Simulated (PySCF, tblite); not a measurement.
# C5H14BN: dynamics, then NMR shifts on frames, part 2 of 2

tblite 0.8.0 and PySCF 2.14.0. Atoms count from 0.

## 6. Nuclear shieldings: 800 fs, PBE0/pcSseg-1

Job settings and geometry (Å):

```
{"job": {"kind": "nmr", "xc": "PBE0", "basis": "pcSseg-1", "pop": false}, "charge": 0, "multiplicity": 1}
C      1.182300     0.699900     0.482300
N     -0.244400     0.724200     0.063500
C     -0.321600     0.437400    -1.335600
B     -1.128900    -0.300600     0.919000
C     -2.543500     0.369900     0.667100
C     -2.213300     1.896400     0.686300
C     -0.739800     2.027600     0.329100
H      1.566900    -0.243500     0.154400
H      1.894500     1.394200    -0.103000
H      1.336400     1.008800     1.519900
H      0.397300     1.108300    -1.895100
H     -1.322100     0.757900    -1.750600
H     -0.103400    -0.572000    -1.551400
H     -0.942000    -1.324200     0.326200
H     -0.811500    -0.174200     2.056400
H     -3.435900     0.269700     1.332200
H     -3.012500     0.132400    -0.343200
H     -2.403900     2.187700     1.720300
H     -2.807700     2.572000     0.060300
H     -0.483900     2.639100    -0.471000
H     -0.224400     2.283500     1.292700
```

With the program's defaults for keys left out, this is: GIAO PBE0/pcSseg-1 NMR shielding, non-relativistic, gas phase.

Log:

```text
coarse grid: 16264 points
cycle   1  E = -278.0279055425  dE =  8.685e-01  |g| = 5.015e-01  |ddm| = 3.800e+00
cycle   2  E = -278.0120094328  dE =  1.590e-02  |g| = 5.815e-01  |ddm| = 1.197e+00
cycle   3  E = -278.1010202802  dE = -8.901e-02  |g| = 5.217e-02  |ddm| = 6.455e-01
cycle   4  E = -278.1015643941  dE = -5.441e-04  |g| = 2.199e-02  |ddm| = 6.642e-02
cycle   5  E = -278.1016814579  dE = -1.171e-04  |g| = 4.947e-03  |ddm| = 2.286e-02
cycle   6  E = -278.1016868302  dE = -5.372e-06  |g| = 1.294e-03  |ddm| = 4.849e-03
final grid: 153448 points
cycle   7  E = -278.1410551904  dE = -7.486e-05  |g| = 9.068e-03  |ddm| = 4.745e-02
cycle   8  E = -278.1410474030  dE =  7.787e-06  |g| = 1.063e-02  |ddm| = 1.850e-02
cycle   9  E = -278.1410768824  dE = -2.948e-05  |g| = 9.311e-04  |ddm| = 1.006e-02
cycle  10  E = -278.1410770428  dE = -1.604e-07  |g| = 3.533e-04  |ddm| = 9.515e-04
cycle  11  E = -278.1410770667  dE = -2.398e-08  |g| = 5.420e-05  |ddm| = 2.362e-04
cycle  12  E = -278.1410770672  dE = -4.737e-10  |g| = 2.573e-05  |ddm| = 6.580e-05
converged SCF energy = -278.1410770672

GIAO shielding tensors (ppm)
atom      isotropic    diamagn.    paramagn.     s11        s22        s33       span
  0 C      123.438     249.082    -125.644     78.033    107.208    185.073    107.040
  1 N      201.289     319.944    -118.655    175.634    201.354    226.878     51.244
  2 C      135.121     248.309    -113.188     97.107    125.414    182.841     85.733
  3 B      113.934     186.466     -72.532     91.928    109.319    140.556     48.628
  4 C      164.654     249.528     -84.874    143.832    170.130    180.000     36.168
  5 C      156.249     249.047     -92.798    120.178    172.388    176.183     56.005
  6 C      127.743     248.140    -120.397     88.249    121.704    173.275     85.026
  7 H       28.868      32.301      -3.433     24.640     26.232     35.732     11.092
  8 H       28.039      29.959      -1.921     24.856     25.286     33.975      9.119
  9 H       28.764      31.190      -2.426     24.189     26.705     35.398     11.209
 10 H       29.221      30.769      -1.548     25.360     26.796     35.507     10.147
 11 H       27.940      30.376      -2.436     22.860     27.025     33.935     11.074
 12 H       29.607      31.845      -2.238     25.072     27.358     36.392     11.320
 13 H       29.502      31.184      -1.682     25.564     28.688     34.255      8.691
 14 H       29.577      31.804      -2.226     25.033     29.552     34.147      9.115
 15 H       29.923      29.523       0.400     24.912     27.432     37.424     12.512
 16 H       29.767      30.935      -1.168     26.297     27.233     35.769      9.472
 17 H       29.307      29.579      -0.272     23.871     27.792     36.257     12.387
 18 H       29.753      28.934       0.819     24.942     27.412     36.904     11.962
 19 H       30.536      32.232      -1.696     25.982     29.828     35.797      9.815
 20 H       28.141      30.346      -2.205     21.776     29.456     33.191     11.415
```

Run time: 25 s. Hardware: 1 thread of Arm Neoverse V1, shared host; peak memory 0.9 GiB.

Key values: δ C0 63.5, C6 59.2, C2 51.8, C5 30.7, H11 3.78, H8 3.68 ppm.

## 7. Nuclear shieldings: 1000 fs, PBE0/pcSseg-1

Job settings and geometry (Å):

```
{"job": {"kind": "nmr", "xc": "PBE0", "basis": "pcSseg-1", "pop": false}, "charge": 0, "multiplicity": 1}
C      1.216400     1.173100    -0.321600
N     -0.230900     1.237200    -0.460800
C     -0.529700     1.133300    -1.898700
B     -1.039700     0.003200     0.272600
C     -2.420000     0.809800     0.900600
C     -2.271500     2.279900     0.410000
C     -0.810200     2.506200     0.097000
H      1.559200     0.318300    -0.887400
H      1.698400     2.149700    -0.668000
H      1.499300     1.010400     0.745200
H     -0.118100     2.069200    -2.441300
H     -1.668700     1.017700    -2.021600
H     -0.062800     0.265200    -2.154400
H     -1.124400    -0.904300    -0.458200
H     -0.332100    -0.387000     1.132300
H     -2.252700     0.845500     2.013900
H     -3.390500     0.312700     0.700700
H     -2.641000     3.027600     1.093500
H     -2.966600     2.424400    -0.525600
H     -0.683000     3.301500    -0.642200
H     -0.301500     2.698000     1.060600
```

With the program's defaults for keys left out, this is: GIAO PBE0/pcSseg-1 NMR shielding, non-relativistic, gas phase.

Log:

```text
coarse grid: 16264 points
cycle   1  E = -278.0418648070  dE =  5.405e-01  |g| = 4.787e-01  |ddm| = 3.738e+00
cycle   2  E = -278.0330592316  dE =  8.806e-03  |g| = 5.480e-01  |ddm| = 1.127e+00
cycle   3  E = -278.1098638903  dE = -7.680e-02  |g| = 5.997e-02  |ddm| = 5.728e-01
cycle   4  E = -278.1105498904  dE = -6.860e-04  |g| = 2.865e-02  |ddm| = 8.180e-02
cycle   5  E = -278.1107492912  dE = -1.994e-04  |g| = 7.022e-03  |ddm| = 3.130e-02
cycle   6  E = -278.1107593026  dE = -1.001e-05  |g| = 2.547e-03  |ddm| = 7.987e-03
cycle   7  E = -278.1107607487  dE = -1.446e-06  |g| = 2.561e-04  |ddm| = 1.967e-03
final grid: 153448 points
cycle   8  E = -278.1506187709  dE = -6.371e-05  |g| = 8.380e-03  |ddm| = 3.964e-02
cycle   9  E = -278.1506124299  dE =  6.341e-06  |g| = 9.811e-03  |ddm| = 1.753e-02
cycle  10  E = -278.1506380912  dE = -2.566e-05  |g| = 8.172e-04  |ddm| = 9.443e-03
cycle  11  E = -278.1506382239  dE = -1.326e-07  |g| = 2.966e-04  |ddm| = 7.580e-04
cycle  12  E = -278.1506382408  dE = -1.696e-08  |g| = 6.555e-05  |ddm| = 2.096e-04
cycle  13  E = -278.1506382416  dE = -7.583e-10  |g| = 2.857e-05  |ddm| = 6.980e-05
converged SCF energy = -278.1506382416

GIAO shielding tensors (ppm)
atom      isotropic    diamagn.    paramagn.     s11        s22        s33       span
  0 C      128.958     249.528    -120.570     97.407    112.860    176.608     79.202
  1 N      195.616     322.088    -126.473    167.013    194.316    225.519     58.506
  2 C      124.939     250.458    -125.519     88.807    117.090    168.920     80.114
  3 B      109.507     191.979     -82.472     87.437     95.140    145.944     58.507
  4 C      165.035     252.567     -87.532    134.776    167.163    193.165     58.388
  5 C      153.159     247.188     -94.029    130.104    157.185    172.189     42.085
  6 C      114.437     246.321    -131.883     65.280    115.439    162.594     97.314
  7 H       28.912      32.444      -3.532     25.264     26.269     35.203      9.939
  8 H       28.106      29.755      -1.649     24.162     25.472     34.685     10.523
  9 H       28.011      31.199      -3.188     23.793     26.103     34.138     10.345
 10 H       28.279      29.201      -0.922     24.561     25.602     34.673     10.113
 11 H       26.998      29.587      -2.589     22.669     25.892     32.432      9.762
 12 H       30.352      33.910      -3.558     26.779     28.363     35.914      9.135
 13 H       29.465      34.282      -4.817     26.593     27.978     33.822      7.229
 14 H       29.571      34.509      -4.938     26.014     29.404     33.295      7.281
 15 H       29.232      31.406      -2.174     25.139     26.788     35.770     10.631
 16 H       29.880      31.009      -1.130     25.768     26.578     37.294     11.526
 17 H       29.875      28.088       1.787     25.463     27.337     36.826     11.363
 18 H       28.185      27.715       0.471     24.101     26.165     34.289     10.188
 19 H       28.868      29.974      -1.106     24.393     28.487     33.724      9.332
 20 H       28.190      30.429      -2.239     22.772     28.497     33.300     10.528
```

Wall time 25 s (1 thread of Arm Neoverse V1, shared host); peak memory 0.9 GiB.

This run: δ C6 72.5, C2 62.0, C0 58.0, C5 33.8, H11 4.72, H9 3.71 ppm.

## 8. Side by side: NMR shifts

Shifts (ppm) of some atoms, chosen among heavy atoms and hydrogens apart, with basis size and wall time:

```
  frame    C0    C6    C2    C4    H8   H15     B3  functions  time
 250 fs  59.5  58.7  52.5  17.6  3.78  2.56  -14.9        189  25 s
 425 fs  47.5  71.0  47.3   4.9  1.53  0.15   -9.7        189  26 s
 625 fs  57.9  69.3  62.2   8.8  2.42  0.45   -0.1        189  25 s
 800 fs  63.5  59.2  51.8  22.3  3.68  1.79  -13.9        189  25 s
1000 fs  58.0  72.5  62.0  21.9  3.61  2.48   -9.4        189  25 s
```

## 9. Summary of results

This closing draws on all 2 parts.

| quantity | value |
| --- | --- |
| thermostat | 300 K |
| mean temperature, second half | 334 K |
| mean potential energy above the minimum | 0.81 eV |
| ¹³C shifts against TMS (PBE0/pcSseg-1, 250 fs) | 59.5, 58.7, 52.5, 31.1, 17.6 ppm |
| ¹H shifts against TMS (PBE0/pcSseg-1, 250 fs) | 3.78, 3.35, 3.20, 2.90, 2.83, 2.63, 2.62, 2.56, 2.44, 2.34, 2.30, 2.15, 2.15, 1.99 ppm |
| ¹⁵N shifts against NH3 (PBE0/pcSseg-1, 250 fs) | 66.0 ppm |
| ¹¹B shifts against BF3·OEt2 (PBE0/pcSseg-1, 250 fs) | -14.9 ppm |
| range of the shift of C4 | 4.9 to 22.3 ppm |

**Reading.** In the second half the potential energy averages 0.81 eV above the minimum; equipartition over 57 harmonic modes at 300 K would give 0.74 eV. With 21 atoms the temperature swings widely (134 to 492 K). Shifts at one fixed geometry are not the observed spectrum, which averages over the motion. Across the 5 runs the shift of C4 moves most, between 4.9 (425 fs) and 22.3 ppm (800 fs).
